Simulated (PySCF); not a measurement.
# NiF2: singlet, from a bent start

Where does singlet NiF2 go from a bent start, is the end point a minimum, and what are its modes, charges and moments?

Computed with PySCF 2.14.0. Level: PBE0, basis Ni def2-TZVP, F def2-TZVP, no relativity, density fitting.

## (1) The starting structure

3 atoms, charge 0, spin multiplicity 1.

Bond lengths: Ni1–F2 1.740 Å, Ni1–F3 1.740 Å. Angles: F2–Ni1–F3 110.0°.

Coordinates in bohr (charge 0 multiplicity 1):
```
Ni    0.0000    0.0000   -0.7470
F     2.6934    0.0000    1.1390
F    -2.6934    0.0000    1.1390
```

## (2) Relaxation: bent start, singlet

The steps below are one call of a driver around PySCF. For each, scf.py gives the equivalent set-up of the SCF; relaxations use the driver's own optimiser. Before each start the driver seeks the lowest SCF state from one or more starting densities and follows internal instabilities, so scf.py alone need not reach the same state.

The program finds C2v symmetry in the start, which this walk keeps. Threshold on the gradient: 0.0003 Eh/bohr, with a further test on the energy change.

scf.py

```python
from pyscf import gto, scf, dft
mol = gto.M(atom='''
Ni     0.000000     0.000000    -0.395288
F      1.425300    -0.000000     0.602712
F     -1.425300     0.000000     0.602712''',
    basis={'Ni': 'def2-TZVP', 'F': 'def2-TZVP'},
    charge=0, spin=0)
mf = dft.RKS(mol, xc='PBE0')
mf.grids.atom_grid = (50, 194)
aux = {'Ni': 'def2-universal-JKFIT', 'F': 'def2-universal-JKFIT'}
mf = mf.density_fit(auxbasis=aux)
mf.kernel()
```

Steps of the walk:

| step | energy (Eh) | change (kJ/mol) | largest symmetric gradient (Eh/bohr) |
| --- | --- | --- | --- |
| 0 | -1707.651869 | 0.00 | 0.03233 |
| 1 | -1707.654808 | -7.72 | 0.00241 |
| 2 | -1707.654932 | -8.04 | 0.00096 |
| 3 | -1707.654983 | -8.18 | 0.00038 |
| 4 | -1707.654984 | -8.18 | 0.00003 |

The walk needed 4.3 s of wall time on 4 threads, shared host.

End point (C2v, 4 steps, 8.2 kJ/mol gained): Ni–F 1.687 Å (×2); F–Ni–F 117.4°.

## (3) Is it a minimum? Harmonic modes

On the finer grid the gradient is checked again; gradients at displacements of ±0.01 bohr then give force constants and infrared intensities.

Edit scf.py of step 2 so:

```diff
@@ -3,3 +3,3 @@
-Ni     0.000000     0.000000    -0.395288
-F      1.425300    -0.000000     0.602712
-F     -1.425300     0.000000     0.602712''',
+Ni     0.000000     0.000000    -0.353870
+F      1.436107    -0.000000     0.532514
+F     -1.436107     0.000000     0.532514''',
@@ -9 +9 @@
-mf.grids.atom_grid = (50, 194)
+mf.grids.atom_grid = (75, 302)
```

This SCF starts from the last density.

SCF at the final geometry:

```text
init E= -1707.65511916399
  HOMO = -0.327666102060548  LUMO = -0.175723148921136  gap/eV = 4.13458
cycle= 1 E= -1707.65511916303  delta_E= 9.6e-10  |g|= 9.04e-05  |ddm|= 5.38e-05
  HOMO = -0.327677658632279  LUMO = -0.175734005632549  gap/eV = 4.13460
cycle= 2 E= -1707.65511915746  delta_E= 5.56e-09  |g|= 0.000224  |ddm|= 0.000123
  HOMO = -0.327666575685997  LUMO = -0.17572371863983  gap/eV = 4.13458
cycle= 3 E= -1707.655119164  delta_E= -6.54e-09  |g|= 4.33e-05  |ddm|= 8.6e-05
  HOMO = -0.327668831726998  LUMO = -0.175725763855894  gap/eV = 4.13458
cycle= 4 E= -1707.65511916423  delta_E= -2.23e-10  |g|= 5.7e-07  |ddm|= 1.39e-05
  HOMO = -0.327668810532163  LUMO = -0.175725733584294  gap/eV = 4.13458
cycle= 5 E= -1707.65511916423  delta_E= -3.18e-12  |g|= 2.82e-08  |ddm|= 2.44e-07
  HOMO = -0.327668815186705  LUMO = -0.175725738933096  gap/eV = 4.13458
Extra cycle  E= -1707.65511916423  delta_E= -1.82e-12  |g|= 5.27e-08  |ddm|= 4.77e-08
converged SCF energy = -1707.65511916423
```

The whole step took 13 s.

Geometry: C2v; Ni–F 1.688 Å (×2); F–Ni–F 116.6°.

Modes, for the most abundant isotopes:

```json
{"symmetry": "a1", "ω (cm⁻¹)": "167", "IR (km/mol)": "24.1", "μ (u)": "22.60"}
{"symmetry": "a1", "ω (cm⁻¹)": "693", "IR (km/mol)": "49.9", "μ (u)": "21.27"}
{"symmetry": "b2", "ω (cm⁻¹)": "725", "IR (km/mol)": "122", "μ (u)": "24.25"}
```

Every mode is real; the point is a minimum.

Constants and moments:

```yaml
Dipole_moment: 3.86 D
Highest_occupied_level: -8.92 eV
Lowest_empty_level: -4.78 eV
Rotational_constants: 0.935, 0.2151, 0.1749 cm⁻¹
Zero-point_energy: 9.5 kJ/mol
Principal_polarisabilities: 16.1, 21.0, 28.5 bohr³
Atomisation_energy_without_zero-point_energy: 728 kJ/mol
Principal_traceless_quadrupole_moments_about_the_centre_of_mass: -7.09, 2.67, 4.42 D Å
Entropy_at_298.15_K_and_1_bar: 270.5 J/(mol K)
Heat_capacity_Cp_at_298.15_K: 47.9 J/(mol K)
Enthalpy_at_298.15_K_above_0_K: 12.10 kJ/mol
Rotational_symmetry_number: 2
```

Charges (e) and bond orders:

```
atom  Mulliken  Löwdin  polar tensor  Mayer order to Ni1
 Ni1      0.92    0.47          1.29                   –
F2,3     -0.46   -0.23         -0.65                0.89
```

Mulliken populations on Ni1: s 6.36, p 12.22, d 8.49, f 0.00.

## (4) Would spin polarisation lower it?

At the lowest minimum the closed shell is tested against spin polarisation, on the (50, 194) grid. It is unstable: an open-shell solution lies lower. That solution was not followed to a minimum here.

## (5) Summary of results

```
                            quantity                                                            value
                             minimum  singlet, C2v (closed shell, unstable towards spin polarisation)
                            geometry                                 Ni–F 1.688 Å (×2); F–Ni–F 116.6°
                  wavenumbers (cm⁻¹)                                     167 (a1), 693 (a1), 725 (b2)
                       dipole moment                                                           3.86 D
highest occupied, lowest empty level                                                  -8.92, -4.78 eV
          polar-tensor charge of Ni1                                                          +1.29 e
                   zero-point energy                                                       9.5 kJ/mol
```

What this shows: The bent start keeps its C2v symmetry and ends in a minimum. The strongest infrared band lies at 725 cm⁻¹ (b2, stretch). Only this shape and spin were tried, so other structures or states may lie lower. Spin polarisation would lower this closed shell, so its numbers describe a constrained state.

The search up to here took 22 s.
